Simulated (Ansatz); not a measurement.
A first try at a relaxed scan of one distance of CH3NSn, SMILES N#[C][SnH3], using the Python package of Ansatz (0.2.0).

The script reads `ch3nsn.xyz`:
```text
6

N     2.14180   -0.95270    1.35060
C     1.17260   -0.51710    0.75210
Sn   -0.51540    0.19920   -0.32080
H    -0.14150    1.88030   -0.75610
H    -0.70480   -0.77120   -1.77030
H    -1.91060    0.09750    0.69820
```

`relaxed_scan.py`
```python
import ansatz as az
import numpy as np

BASIS = "def2-SVP"
XC = "HF"

geometry = az.Crystal.molecule_from_extxyz("ch3nsn.xyz")

setup = geometry.calculation().basis(gaussian=BASIS).functional(XC)
symbols = [site.symbol for site in geometry.cartesian_sites]
pairs = [(0, 1), (1, 2), (2, 3), (2, 4), (2, 5)]
print("held (A)   E (eV)        ", "  ".join(f"{symbols[i]}{i}-{symbols[j]}{j}" for i, j in pairs))
for length in [1.59, 1.73, 1.87, 2.08, 2.34]:
    summary = setup.relax(constraints=[az.DistanceConstraint((2, 5), at=length)], force_tolerance=0.02, max_steps=60).report
    xyz = np.array(summary["positions_ang"])
    print(f"{length:6.2f} {summary['free_energy_ev']:14.5f}  ", "  ".join(f"{np.linalg.norm(xyz[i] - xyz[j]):.3f}" for i, j in pairs))
```

Output of `python relaxed_scan.py`:
```text
held (A)   E (eV)         N0-C1  C1-Sn2  Sn2-H3  Sn2-H4  Sn2-H5
Traceback (most recent call last):
  File "relaxed_scan.py", line 14, in <module>
    summary = setup.relax(constraints=[az.DistanceConstraint((2, 5), at=length)], force_tolerance=0.02, max_steps=60).report
              ^^^^^^^^^^^^^^^^^^^^^^^^^^^^^^^^^^^^^^^^^^^^^^^^^^^^^^^^^^^^^^^^^^^^^^^^^^^^^^^^^^^^^^^^^^^^^^^^^^^^^^^^^^^^^^
AttributeError: 'Calculation' object has no attribute 'report'
```

What is wrong, and how is it mended?

The fault: the calculation is never run. The correction:

```diff
--- before
+++ after
@@ -13,3 +13,3 @@
 for length in [1.59, 1.73, 1.87, 2.08, 2.34]:
-    summary = setup.relax(constraints=[az.DistanceConstraint((2, 5), at=length)], force_tolerance=0.02, max_steps=60).report
+    summary = setup.relax(constraints=[az.DistanceConstraint((2, 5), at=length)], force_tolerance=0.02, max_steps=60).run().report
     xyz = np.array(summary["positions_ang"])
```

With that change:

Output of `python relaxed_scan.py`:
```text
held (A)   E (eV)         N0-C1  C1-Sn2  Sn2-H3  Sn2-H4  Sn2-H5
DeckWarning: relax.constraints: the input's atoms, or those drawn, lie off the distances that are held; a relaxation that starts there is brought onto them ahead of its first SCF, by positions alone, [...]
  1.59    -8361.98065   1.138  2.146  1.699  1.699  1.590
  1.73    -8362.07689   1.137  2.144  1.697  1.697  1.730
  1.87    -8361.89659   1.137  2.141  1.696  1.696  1.870
  2.08    -8361.35756   1.137  2.137  1.694  1.694  2.080
  2.34    -8360.52171   1.137  2.133  1.691  1.691  2.340
```
(Warnings from the package without file and line, shortened, repeats left out.)

Reading the output:
- Total energies depend on the basis set; only differences at equal settings carry meaning.
- The energies are electronic: no zero-point or thermal terms, and the basis set is short of its limit.
- def2 sets replace the cores of elements past krypton by effective core potentials.
- Finished in 39 s on 1 thread of Arm Neoverse V2 (shared host), peak memory 0.2 GiB.
